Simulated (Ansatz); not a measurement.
# CH5NSSn: a ladder of functionals and wavefunction methods

Aim: compute CH5NSSn with functionals from several rungs and with coupled cluster, and see how far each lands from CCSD(T) at the basis-set limit for the atomisation energy.

Method: functionals in def2-TZVPP, the program's frozen cores in correlated methods; program: Ansatz 0.2.0, Gaussian basis.

Levels to be run: PBE-D4, r2SCAN-D4, PBE0-D4, B3LYP-D4, ωB97X-V, ωB97M-V, B2PLYP; CCSD(T)/def2-TZVPP; MP2/def2-QZVPP; extrapolation to the limit.

### Step 1. Structure used throughout

All runs share one geometry, relaxed beforehand with PBE0-D4 in a triple-zeta def2 set. Sn takes the def2 core potential; no spin-orbit term is included.

SMILES `[NH2][SnH]1[CH2][S]1`, 9 atoms, charge 0, spin multiplicity 1.

Atoms are counted from 1 here; the program's logs count them from 0.

Bond lengths: N1–Sn2 2.015 Å, N1–H5 1.013 Å, N1–H6 1.012 Å, Sn2–C3 2.099 Å, Sn2–S4 2.387 Å, Sn2–H7 1.690 Å, C3–S4 1.863 Å, C3–H8 1.086 Å, C3–H9 1.085 Å. Angles: Sn2–N1–H5 112.1°, Sn2–N1–H6 112.9°, H5–N1–H6 107.6°, N1–Sn2–C3 118.7°, N1–Sn2–S4 118.8°, N1–Sn2–H7 111.1°, C3–Sn2–S4 48.6°, C3–Sn2–H7 126.3°, S4–Sn2–H7 119.7°, Sn2–C3–S4 73.8°, Sn2–C3–H8 117.7°, Sn2–C3–H9 118.8°, S4–C3–H8 113.9°, S4–C3–H9 113.8°, H8–C3–H9 113.0°, Sn2–S4–C3 57.6°.

### Step 2. PBE-D4 (GGA)

in.yaml

```yaml
crystal:
  periodic: [false, false, false]
  atoms:
    - {symbol: N, position_ang: [-0.929622, 1.671657, -0.366970]}
    - {symbol: Sn, position_ang: [0.604825, 0.405938, -0.047160]}
    - {symbol: C, position_ang: [0.192479, -1.499705, 0.730246]}
    - {symbol: S, position_ang: [0.555656, -1.744878, -1.080195]}
    - {symbol: H, position_ang: [-1.767488, 1.186503, -0.664455]}
    - {symbol: H, position_ang: [-0.719724, 2.376315, -1.062989]}
    - {symbol: H, position_ang: [2.067588, 1.242545, 0.078242]}
    - {symbol: H, position_ang: [-0.834167, -1.721028, 1.006453]}
    - {symbol: H, position_ang: [0.918954, -1.963547, 1.389928]}
basis:
  gaussian: {orbitals: def2-TZVPP}
hamiltonian: {xc: pbe, dispersion: d4}
output: {forces: true, orbitals: {seedname: orbitals}}
```

The run is started by

```console
ansatz run in.yaml --threads 4 --pin off --events-out ev --progress --plain --max-ram 10444MiB
```

Further steps of the session: r2SCAN-D4 (meta-GGA); PBE0-D4 (hybrid); B3LYP-D4 (hybrid); ωB97X-V (range-separated); ωB97M-V (range-separated); B2PLYP (double hybrid); CCSD(T) in def2-TZVPP; MP2 in def2-QZVPP.

Before running them: what should the planned runs give, taken together? Wanted: atomisation energy, CCSD(T)/CBS; farthest; mean size of error, hybrid; mean size of error, range-separated; gap, smallest and largest; T1 diagnostic; triples share of the correlation energy.

**Answer**, as computed:

| quantity | value |
| --- | --- |
| atomisation energy, CCSD(T)/CBS | 2828.0 kJ/mol |
| functionals within 28.3 kJ/mol (1.0 %) | r2SCAN-D4, PBE0-D4, ωB97X-V, ωB97M-V |
| farthest | B2PLYP (-71.4 kJ/mol) |
| mean size of error, hybrid | 30.3 kJ/mol |
| mean size of error, range-separated | 8.7 kJ/mol |
| gap, smallest and largest | 3.52 eV (PBE-D4), 9.92 eV (ωB97X-V) |
| T1 diagnostic | 0.0136 |
| triples share of the correlation energy | 4.1 % |

What this shows: PBE-D4 is off by +43.4 kJ/mol. Double hybrids carry the basis error of their MP2 part in triple zeta, and no dispersion term here, so their miss is partly the set-up's. The reference freezes the cores and leaves out spin-orbit coupling and excitations past (T), and its outer-core shells are covered unevenly, so misses under about 28.3 kJ/mol can't be ranked. All levels share the lack of spin-orbit coupling, which lowers the free heavy atoms and so the true binding. Hartree-Fock recovers 65 % of the binding; the rest is correlation. Orbital gaps span 3.5 to 9.9 eV; exact exchange widens them. Correlated methods include outer-core shells of Sn, which these sets cover unevenly.
